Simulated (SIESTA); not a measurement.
Crystal: Sn3Te.

```
Te Sn
1.0
     4.86562    0.00000    0.00000
     0.00000    4.86562    0.00000
     0.00000    0.00000    4.86562
Te Sn
1 3
Direct
  0.00000 0.00000 0.00000
  0.00000 0.50000 0.50000
  0.50000 0.00000 0.50000
  0.50000 0.50000 0.00000
```

The cell comes from a database or a generator and needn't be the stable form of this composition.

Base run:

```yaml
Program: SIESTA 5.4.2
Functional: PBEsol
Potentials_or_basis: PseudoDojo 0.4 standard (PBEsol files)
Basis: SZP (energy shift 0.003 Ry)
Grid_cutoff: 500 Ry
Energy_shift: 0.003 Ry
k_mesh: 6 × 6 × 6
Occupations: fermi-dirac, width 0.05 eV
Spin: no spin polarisation
```

Its results: band gap on the k mesh none (metal or under the smearing width); pressure -0.6 GPa.

Question: After a change of settings the same cell gave: band gap on the k mesh none (metal or under the smearing width); pressure -1.9 GPa. Which change was it?
A. basis from SZP (energy shift 0.003 Ry) to DZ (energy shift 0.003 Ry; two zetas on semicore shells)
B. basis from SZP (energy shift 0.003 Ry) to SZ (energy shift 0.003 Ry)
C. basis from SZP (energy shift 0.003 Ry) to TZDP (energy shift 0.003 Ry; two zetas on semicore shells)

Answer: C.

Caveats: spin-orbit coupling is left out, which moves the levels of the heavy elements; the basis of atomic orbitals isn't converged, which shifts pressures, moduli and gaps.
